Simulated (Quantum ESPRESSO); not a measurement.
# NbSi (Fm-3m) in Quantum ESPRESSO: notebook, part 3 of 3

Quantum ESPRESSO 7.5.

### 5 Phonons, LDA, target pressure 8 GPa, at which the enthalpy is minimised

The input, pw.in:

```
&CONTROL
  calculation = 'scf'
  prefix = 'pwscf'
  outdir = './tmp'
  pseudo_dir = './pseudo'
  tprnfor = .true.
  tstress = .true.
  disk_io = 'low'
/
&SYSTEM
  ibrav = 0
  nat = 2
  ntyp = 2
  ecutwfc = 45
  ecutrho = 360
  nbnd = 15
  occupations = 'smearing'
  smearing = 'mv'
  degauss = 0.01469973
/
&ELECTRONS
  conv_thr = 4d-10
  electron_maxstep = 120
  mixing_beta = 0.5
/
ATOMIC_SPECIES
Nb    92.9064 nb_lda_v1.uspp.F.UPF
Si    28.0850 si_lda_v1.uspp.F.UPF
CELL_PARAMETERS angstrom
   0.0000000000    2.5738300000    2.5738300000
   2.5738300000    0.0000000000    2.5738300000
   2.5738300000    2.5738300000    0.0000000000
ATOMIC_POSITIONS crystal
Nb     0.0000000000    0.0000000000    0.0000000000
Si     0.5000000000    0.5000000000    0.5000000000
K_POINTS automatic
9 9 9 0 0 0
```

The input, relax.in:

```
&CONTROL
  calculation = 'vc-relax'
  prefix = 'pwscf'
  outdir = './tmp'
  pseudo_dir = './pseudo'
  tprnfor = .true.
  tstress = .true.
  disk_io = 'low'
  nstep = 40
  forc_conv_thr = 0.0001
  etot_conv_thr = 1d-06
/
&SYSTEM
  ibrav = 0
  nat = 2
  ntyp = 2
  ecutwfc = 45
  ecutrho = 360
  nbnd = 15
  occupations = 'smearing'
  smearing = 'mv'
  degauss = 0.01469973
/
&ELECTRONS
  conv_thr = 4d-10
  electron_maxstep = 120
  mixing_beta = 0.5
/
&IONS
  ion_dynamics = 'bfgs'
/
&CELL
  cell_dynamics = 'bfgs'
  press = 80
  press_conv_thr = 0.2
/
ATOMIC_SPECIES
Nb    92.9064 nb_lda_v1.uspp.F.UPF
Si    28.0850 si_lda_v1.uspp.F.UPF
CELL_PARAMETERS angstrom
   0.0000000000    2.5738300000    2.5738300000
   2.5738300000    0.0000000000    2.5738300000
   2.5738300000    2.5738300000    0.0000000000
ATOMIC_POSITIONS crystal
Nb     0.0000000000    0.0000000000    0.0000000000
Si     0.5000000000    0.5000000000    0.5000000000
K_POINTS automatic
9 9 9 0 0 0
```

The input, scf2.in:

```
&CONTROL
  calculation = 'scf'
  prefix = 'pwscf'
  outdir = './tmp'
  pseudo_dir = './pseudo'
  tprnfor = .true.
  tstress = .true.
  disk_io = 'low'
/
&SYSTEM
  ibrav = 0
  nat = 2
  ntyp = 2
  ecutwfc = 45
  ecutrho = 360
  nbnd = 15
  occupations = 'smearing'
  smearing = 'mv'
  degauss = 0.01469973
/
&ELECTRONS
  conv_thr = 1d-13
  electron_maxstep = 120
  mixing_beta = 0.5
  startingpot = 'file'
  startingwfc = 'file'
/
ATOMIC_SPECIES
Nb    92.9064 nb_lda_v1.uspp.F.UPF
Si    28.0850 si_lda_v1.uspp.F.UPF
CELL_PARAMETERS angstrom
   0.0000000000    2.4948348026    2.4948348026
   2.4948348026    0.0000000000    2.4948348026
   2.4948348026    2.4948348026    0.0000000000
ATOMIC_POSITIONS crystal
Nb     0.0000000000    0.0000000000    0.0000000000
Si     0.5000000000    0.5000000000    0.5000000000
K_POINTS automatic
9 9 9 0 0 0
```

The input, ph.in:

```
phonons of NbSi
&INPUTPH
  prefix = 'pwscf'
  outdir = './tmp'
  tr2_ph = 1d-18
  fildyn = 'dyn'
  niter_ph = 90
  alpha_mix(1) = 0.4
/
0.0000000000 0.0000000000 0.0000000000
```

The input, dynmat.in:

```
&INPUT
  fildyn = 'dyn'
  asr = 'crystal'
  filout = 'dynmat.disp'
  fileig = 'dynmat.eig'
/
```

Potentials or basis: GBRV 1.5 LDA.

Command:

```console
$ OMP_NUM_THREADS=1 pw.x -in pw.in > pw.out
$ OMP_NUM_THREADS=1 pw.x -in relax.in > relax.out
$ OMP_NUM_THREADS=1 pw.x -in scf2.in > scf2.out
$ OMP_NUM_THREADS=1 ph.x -in ph.in > ph.out
$ OMP_NUM_THREADS=1 dynmat.x -in dynmat.in > dynmat.out
```

pw.out:

```text
This program is part of the open-source Quantum ESPRESSO suite
     for quantum simulation of materials; please cite
[... 9 lines left out ...]
     --------------------
     sticks:   dense  smooth     PW     G-vecs:    dense   smooth      PW
     Sum        1159     583    187                26469     9377    1639

     Using Slab Decomposition

     bravais-lattice index     =            0
     lattice parameter (alat)  =       6.8785  a.u.
     unit-cell volume          =     230.1263 (a.u.)^3
     number of atoms/cell      =            2
     number of atomic types    =            2
     number of electrons       =        17.00
     number of Kohn-Sham states=           15
     kinetic-energy cutoff     =      45.0000  Ry
     charge density cutoff     =     360.0000  Ry
     scf convergence threshold =      4.0E-10
     mixing beta               =       0.5000
     number of iterations used =            8  plain     mixing
     Exchange-correlation= SLA  PZ   NOGX NOGC
[... 165 lines left out ...]

          k = 0.0000 0.0000 0.0000 (  1211 PWs)   bands (ev):

   -41.3479 -17.4218 -17.4218 -17.4218   3.1468  12.5185  12.5185  12.5185
    13.0913  13.0913  16.1916  16.1916  16.1916  22.1358  23.0729

          k = 0.0786 0.0786-0.0786 (  1203 PWs)   bands (ev):
[... 166 lines left out ...]
   -41.3256 -17.5673 -17.5412 -17.4951   5.9943   9.9362  10.3154  10.9753
    14.9283  15.1869  16.0039  16.0314  17.7404  23.2116  24.5419

     the Fermi energy is    13.7531 ev

!    total energy              =    -127.75904390 Ry
     estimated scf accuracy    <          2.8E-10 Ry
     smearing contrib. (-TS)   =       0.00026444 Ry
     internal energy E=F+TS    =    -127.75930834 Ry

     The total energy is F=E-TS. E is the sum of the following terms:
     one-electron contribution =     -27.23924035 Ry
     hartree contribution      =      21.01866169 Ry
     xc contribution           =     -22.69368840 Ry
     ewald contribution        =     -98.84504128 Ry

     convergence has been achieved in   9 iterations

     Forces acting on atoms (cartesian axes, Ry/au):

     atom    1 type  1   force =     0.00000000    0.00000000    0.00000000
     atom    2 type  2   force =    -0.00000000   -0.00000000   -0.00000000

     Total force =     0.000000     Total SCF correction =     0.000000

     Computing stress (Cartesian axis) and pressure

          total   stress  (Ry/bohr**3)                   (kbar)     P=      -75.63
  -0.00051413   0.00000000   0.00000000          -75.63        0.00        0.00
   0.00000000  -0.00051413   0.00000000            0.00      -75.63        0.00
   0.00000000   0.00000000  -0.00051413            0.00        0.00      -75.63

=------------------------------------------------------------------------------=
   JOB DONE.
=------------------------------------------------------------------------------=
```

relax.out:

```text
This program is part of the open-source Quantum ESPRESSO suite
     for quantum simulation of materials; please cite
[... 9 lines left out ...]
     --------------------
     sticks:   dense  smooth     PW     G-vecs:    dense   smooth      PW
     Sum        1159     583    187                26469     9377    1639
[... 1949 lines left out ...]
   0.00054233   0.00000000  -0.00000000           79.78        0.00       -0.00
   0.00000000   0.00054233  -0.00000000            0.00       79.78       -0.00
  -0.00000000  -0.00000000   0.00054233           -0.00       -0.00       79.78

=------------------------------------------------------------------------------=
   JOB DONE.
=------------------------------------------------------------------------------=
```

Run time: 4.6 min. Hardware: 1 thread of Arm Neoverse V1, shared host; peak memory 0.13 GiB.

Results:

```yaml
Free_energy: -1738.2541 eV
Relaxed_volume: 15.53 Å³/atom
Relaxed_cell: a = 3.528 Å, b = 3.528 Å, c = 3.528 Å, α = 60.00°, β = 60.00°, γ = 60.00°
Space_group_after_relaxing_to_0.05_Å: Fm-3m (No. 225)
Pressure_after_relaxing: 8.0 GPa
Band_gap_on_the_k_mesh: none (metal or under the smearing width)
Highest_phonon_frequency_at_Γ: 414 cm⁻¹
```

The path:
```
step  energy change (eV)  largest force (eV/Å)  pressure (GPa)  volume (Å³)
   1              0.0000                0.0000           -7.56        34.10
   2             -0.0241                0.0000            5.46        31.47
   3             -0.0040                0.0000            8.36        31.00
   4             -0.0069                0.0000            7.99        31.06
   5             -0.0069                0.0000            8.00        31.06
```

Final structure:
```
CELL_PARAMETERS angstrom
0.00000 2.49483 2.49483
2.49483 0.00000 2.49483
2.49483 2.49483 0.00000
ATOMIC_POSITIONS crystal
Nb 0.00000 0.00000 0.00000
Si 0.50000 0.50000 0.50000
```

Levels at points of the mesh, in eV from the Fermi level:
| k point | band 7 | band 8 | band 9 | band 10 | band 11 | band 12 |
| --- | --- | --- | --- | --- | --- | --- |
| (0.00, 0.00, 0.00) | -1.48 | -1.48 | -0.78 | -0.78 | 2.67 | 2.67 |

Phonon frequencies in cm⁻¹ (negative: imaginary):
| q point | frequencies |
| --- | --- |
| (0.000, 0.000, 0.000) | -6 -6 -6 414 414 414 |

Optical modes at Γ, degenerate ones joined:
| cm⁻¹ | components | symmetry | active in |
| --- | --- | --- | --- |
| 414 | 3 | T1u | IR |

Caveat: the cell is more than 3 GPa from zero pressure, which shifts response properties.

### 6 Phonons, LDA, target pressure 15 GPa, at which the enthalpy is minimised

pw.in is that of step 5.

Edit relax.in of step 5 so:

```diff
@@ -33,3 +33,3 @@
   cell_dynamics = 'bfgs'
-  press = 80
+  press = 150
   press_conv_thr = 0.2
```

Edit scf2.in of step 5 so:

```diff
@@ -31,5 +31,5 @@
 CELL_PARAMETERS angstrom
-   0.0000000000    2.4948348026    2.4948348026
-   2.4948348026    0.0000000000    2.4948348026
-   2.4948348026    2.4948348026    0.0000000000
+   0.0000000000    2.4673878605    2.4673878605
+   2.4673878605    0.0000000000    2.4673878605
+   2.4673878605    2.4673878605    0.0000000000
 ATOMIC_POSITIONS crystal
```

ph.in is that of step 5.

dynmat.in is that of step 5.

Potentials or basis: GBRV 1.5 LDA.

Command:

```console
$ OMP_NUM_THREADS=1 pw.x -in pw.in > pw.out
$ OMP_NUM_THREADS=1 pw.x -in relax.in > relax.out
$ OMP_NUM_THREADS=1 pw.x -in scf2.in > scf2.out
$ OMP_NUM_THREADS=1 ph.x -in ph.in > ph.out
$ OMP_NUM_THREADS=1 dynmat.x -in dynmat.in > dynmat.out
```

pw.out:

```text
This program is part of the open-source Quantum ESPRESSO suite
     for quantum simulation of materials; please cite
         "P. Giannozzi et al., J. Phys.:Condens. Matter 21 395502 (2009);
         "P. Giannozzi et al., J. Phys.:Condens. Matter 29 465901 (2017);
         "P. Giannozzi et al., J. Chem. Phys. 152 154105 (2020);
     in publications or presentations arising from this work. More details at

     Message from routine setup:
     using ibrav=0 with symmetry is DISCOURAGED, use correct ibrav instead

     G-vector sticks info
     --------------------
     sticks:   dense  smooth     PW     G-vecs:    dense   smooth      PW
     Sum        1159     583    187                26469     9377    1639

     Using Slab Decomposition

     bravais-lattice index     =            0
     lattice parameter (alat)  =       6.8785  a.u.
     unit-cell volume          =     230.1263 (a.u.)^3
     number of atoms/cell      =            2
     number of atomic types    =            2
     number of electrons       =        17.00
     number of Kohn-Sham states=           15
     kinetic-energy cutoff     =      45.0000  Ry
     charge density cutoff     =     360.0000  Ry
     scf convergence threshold =      4.0E-10
     mixing beta               =       0.5000
     number of iterations used =            8  plain     mixing
     Exchange-correlation= SLA  PZ   NOGX NOGC
                           (   1   1   0   0   0   0   0)

     celldm(1)=   6.878500  celldm(2)=   0.000000  celldm(3)=   0.000000
     celldm(4)=   0.000000  celldm(5)=   0.000000  celldm(6)=   0.000000

     crystal axes: (cart. coord. in units of alat)
               a(1) = (   0.000000   0.707107   0.707107 )
               a(2) = (   0.707107   0.000000   0.707107 )
               a(3) = (   0.707107   0.707107   0.000000 )

     reciprocal axes: (cart. coord. in units 2 pi/alat)
               b(1) = ( -0.707107  0.707107  0.707107 )
               b(2) = (  0.707107 -0.707107  0.707107 )
               b(3) = (  0.707107  0.707107 -0.707107 )

     PseudoPot. # 1 for Nb read from file:
     nb_lda_v1.uspp.F.UPF
     Pseudo is Ultrasoft + core correction, Zval = 13.0
     Generated by new atomic code, or converted to UPF format
     Using radial grid of  887 points,  6 beta functions with:
                l(1) =   0
                l(2) =   0
                l(3) =   1
                l(4) =   1
                l(5) =   2
                l(6) =   2
     Q(r) pseudized with  6 coefficients,  rinner =    1.000   1.000   1.000
                                                       1.000   1.000

     PseudoPot. # 2 for Si read from file:
     si_lda_v1.uspp.F.UPF
     Pseudo is Ultrasoft + core correction, Zval =  4.0
     Generated by new atomic code, or converted to UPF format
     Using radial grid of  899 points,  6 beta functions with:
                l(1) =   0
                l(2) =   0
                l(3) =   1
                l(4) =   1
                l(5) =   2
                l(6) =   2
     Q(r) pseudized with  8 coefficients,  rinner =    0.900   0.900   0.900
                                                       0.900   0.900

     atomic species   valence    mass     pseudopotential
     Nb               13.00    92.90640     Nb( 1.00)
     Si                4.00    28.08500     Si( 1.00)

     48 Sym. Ops., with inversion, found

   Cartesian axes

     site n.     atom                  positions (alat units)
         1        Nb     tau(   1) = (   0.0000000   0.0000000   0.0000000  )
         2        Si     tau(   2) = (   0.7071068   0.7071068   0.7071068  )

     number of k points=    35  Marzari-Vanderbilt smearing, width (Ry)=  0.0147
                       cart. coord. in units 2pi/alat
        k(    1) = (   0.0000000   0.0000000   0.0000000), wk =   0.0027435
        k(    2) = (   0.0785674   0.0785674  -0.0785674), wk =   0.0219479
        k(    3) = (   0.1571348   0.1571348  -0.1571348), wk =   0.0219479
        k(    4) = (   0.2357023   0.2357023  -0.2357023), wk =   0.0219479
        k(    5) = (   0.3142697   0.3142697  -0.3142697), wk =   0.0219479
        k(    6) = (   0.1571348   0.0000000  -0.0000000), wk =   0.0164609
[... 27 lines left out ...]
        k(   34) = (  -0.0000000  -0.4714045   0.6285394), wk =   0.0658436
        k(   35) = (  -0.0785674  -0.3928371   0.7071068), wk =   0.0658436

     Dense  grid:    26469 G-vectors     FFT dimensions: (  45,  45,  45)

     Smooth grid:     9377 G-vectors     FFT dimensions: (  30,  30,  30)

     Initial potential from superposition of free atoms

     starting charge      16.9972, renormalised to      17.0000
     Starting wfcs are   17 randomized atomic wfcs

     Self-consistent Calculation

     iteration #  1     ecut=    45.00 Ry     beta= 0.50
     Davidson diagonalization with overlap
     ethr =  1.00E-02,  avg # of iterations =  4.8

     total energy              =    -127.65216689 Ry
     estimated scf accuracy    <       0.30662676 Ry

     iteration #  2     ecut=    45.00 Ry     beta= 0.50
     Davidson diagonalization with overlap
     ethr =  1.80E-03,  avg # of iterations =  2.3

     total energy              =    -127.73913980 Ry
     estimated scf accuracy    <       0.10067489 Ry

     iteration #  3     ecut=    45.00 Ry     beta= 0.50
     Davidson diagonalization with overlap
     ethr =  5.92E-04,  avg # of iterations =  1.4

     total energy              =    -127.75866158 Ry
     estimated scf accuracy    <       0.00181561 Ry

     iteration #  4     ecut=    45.00 Ry     beta= 0.50
     Davidson diagonalization with overlap
     ethr =  1.07E-05,  avg # of iterations =  5.1

     total energy              =    -127.75903474 Ry
     estimated scf accuracy    <       0.00013202 Ry

     iteration #  5     ecut=    45.00 Ry     beta= 0.50
     Davidson diagonalization with overlap
     ethr =  7.77E-07,  avg # of iterations =  2.9
[... 8 lines left out ...]
     total energy              =    -127.75904336 Ry
     estimated scf accuracy    <       0.00000070 Ry

     iteration #  7     ecut=    45.00 Ry     beta= 0.50
     Davidson diagonalization with overlap
     ethr =  4.09E-09,  avg # of iterations =  3.5

     total energy              =    -127.75904385 Ry
     estimated scf accuracy    <       0.00000018 Ry

     iteration #  8     ecut=    45.00 Ry     beta= 0.50
     Davidson diagonalization with overlap
     ethr =  1.04E-09,  avg # of iterations =  1.8

     total energy              =    -127.75904390 Ry
     estimated scf accuracy    <          2.5E-09 Ry

     iteration #  9     ecut=    45.00 Ry     beta= 0.50
     Davidson diagonalization with overlap
     ethr =  1.48E-11,  avg # of iterations =  3.1

     End of self-consistent calculation

          k = 0.0000 0.0000 0.0000 (  1211 PWs)   bands (ev):

   -41.3479 -17.4218 -17.4218 -17.4218   3.1468  12.5185  12.5185  12.5185
    13.0913  13.0913  16.1916  16.1916  16.1916  22.1358  23.0729

          k = 0.0786 0.0786-0.0786 (  1203 PWs)   bands (ev):

   -41.3459 -17.4471 -17.4250 -17.4250   3.3827  12.0939  12.3952  12.3952
    12.9038  12.9038  15.9442  16.9768  16.9768  22.4958  23.6967

          k = 0.1571 0.1571-0.1571 (  1179 PWs)   bands (ev):

   -41.3408 -17.5107 -17.4329 -17.4329   4.0598  11.0012  11.6308  11.6308
    13.4016  13.4016  15.6290  18.5902  18.5902  21.9833  24.7699

          k = 0.2357 0.2357-0.2357 (  1167 PWs)   bands (ev):

   -41.3350 -17.5819 -17.4420 -17.4420   5.0877   9.5999  10.9861  10.9861
    14.2110  14.2110  15.6848  20.0354  20.2908  20.2908  22.9903

          k = 0.3143 0.3143-0.3143 (  1176 PWs)   bands (ev):

   -41.3312 -17.6279 -17.4480 -17.4480   6.2636   8.2287  10.6446  10.6446
    14.9271  14.9271  16.1183  18.4523  20.8212  20.8212  22.6382

          k = 0.1571 0.0000-0.0000 (  1195 PWs)   bands (ev):

   -41.3452 -17.4460 -17.4307 -17.4307   3.4550  12.0045  12.2254  12.5112
    12.5112  13.2016  16.5343  16.5343  17.0739  22.6793  24.0504

          k = 0.2357 0.0786-0.0786 (  1179 PWs)   bands (ev):
[... 124 lines left out ...]
          k =-0.0000-0.3143 0.4714 (  1172 PWs)   bands (ev):

   -41.3285 -17.5767 -17.5214 -17.4646   5.9401   9.2313  10.4395  11.0709
    14.2936  15.2657  16.1668  16.8936  19.6092  21.6519  23.0314

          k =-0.0786-0.5500 0.7071 (  1168 PWs)   bands (ev):

   -41.3259 -17.5940 -17.5081 -17.4956   5.6007  10.1276  10.5070  12.0281
    14.1246  15.3271  15.7202  15.9242  17.5657  21.3729  24.4564

          k =-0.0000-0.4714 0.6285 (  1169 PWs)   bands (ev):

   -41.3254 -17.5786 -17.5351 -17.4922   5.8712  10.1106  10.2736  11.3859
    14.2558  15.3984  16.0369  16.2497  17.3905  22.5287  24.1343

          k =-0.0786-0.3928 0.7071 (  1170 PWs)   bands (ev):

   -41.3256 -17.5673 -17.5412 -17.4951   5.9943   9.9362  10.3154  10.9753
    14.9283  15.1869  16.0039  16.0314  17.7404  23.2116  24.5419

     the Fermi energy is    13.7531 ev

!    total energy              =    -127.75904390 Ry
     estimated scf accuracy    <          2.8E-10 Ry
     smearing contrib. (-TS)   =       0.00026444 Ry
     internal energy E=F+TS    =    -127.75930834 Ry

     The total energy is F=E-TS. E is the sum of the following terms:
     one-electron contribution =     -27.23924035 Ry
     hartree contribution      =      21.01866169 Ry
     xc contribution           =     -22.69368840 Ry
     ewald contribution        =     -98.84504128 Ry

     convergence has been achieved in   9 iterations

     Forces acting on atoms (cartesian axes, Ry/au):

     atom    1 type  1   force =     0.00000000    0.00000000    0.00000000
     atom    2 type  2   force =    -0.00000000   -0.00000000   -0.00000000

     Total force =     0.000000     Total SCF correction =     0.000000

     Computing stress (Cartesian axis) and pressure

          total   stress  (Ry/bohr**3)                   (kbar)     P=      -75.63
  -0.00051413   0.00000000   0.00000000          -75.63        0.00        0.00
   0.00000000  -0.00051413   0.00000000            0.00      -75.63        0.00
   0.00000000   0.00000000  -0.00051413            0.00        0.00      -75.63

=------------------------------------------------------------------------------=
   JOB DONE.
=------------------------------------------------------------------------------=
```

Wall time 4.6 min (1 thread of Arm Neoverse V1, shared host); peak memory 0.13 GiB.

What came out:

| Property | Result |
| --- | --- |
| Free energy | -1738.1809 eV |
| Relaxed volume | 15.02 Å³/atom |
| Relaxed cell | a = 3.489 Å, b = 3.489 Å, c = 3.489 Å, α = 60.00°, β = 60.00°, γ = 60.00° |
| Space group after relaxing (to 0.05 Å) | Fm-3m (No. 225) |
| Pressure after relaxing | 15.0 GPa |
| Band gap on the k mesh | none (metal or under the smearing width) |
| Highest phonon frequency at Γ | 435 cm⁻¹ |

Step by step:
| step | energy change (eV) | largest force (eV/Å) | pressure (GPa) | volume (Å³) |
| --- | --- | --- | --- | --- |
| 1 | 0.0000 | 0.0000 | -7.56 | 34.10 |
| 2 | 0.0407 | 0.0000 | 12.93 | 30.33 |
| 3 | 0.0704 | 0.0000 | 15.38 | 29.99 |
| 4 | 0.0654 | 0.0000 | 15.00 | 30.04 |
| 5 | 0.0654 | 0.0000 | 15.00 | 30.04 |

Final structure:
```yaml
crystal:
  lattice:
    - [0.00000, 2.46739, 2.46739]
    - [2.46739, 0.00000, 2.46739]
    - [2.46739, 2.46739, 0.00000]
  atoms:
    - { symbol: Nb, position: [0.00000, 0.00000, 0.00000] }
    - { symbol: Si, position: [0.50000, 0.50000, 0.50000] }
```

Phonon frequencies in cm⁻¹ (negative: imaginary):
```csv
q point,frequencies
"(0.000, 0.000, 0.000)",-6 -6 -6 435 435 435
```

Optical modes at Γ, degenerate ones joined:
| cm⁻¹ | components | symmetry | active in |
| --- | --- | --- | --- |
| 435 | 3 | T1u | IR |

Caveat: the cell is more than 3 GPa from zero pressure, which shifts response properties.

### 7 Overview

```tsv
cell	gap on the mesh (eV)	pressure (GPa)
relaxed to -3 GPa	none	-3.0
relaxed	none	0.0
relaxed to 3 GPa	none	3.0
relaxed to 8 GPa	none	8.0
relaxed to 15 GPa	none	15.0
```

Alike in all rows: task phonons; level LDA; potentials or basis GBRV 1.5 LDA; no spin polarisation; k mesh 9 × 9 × 9; cutoff (eV) 612; smearing cold 0.2 eV.

Caveats: the cell is more than 3 GPa from zero pressure, which shifts response properties (some runs).

Total energies depend on the potentials used, so only differences within one code and one set of settings carry meaning.
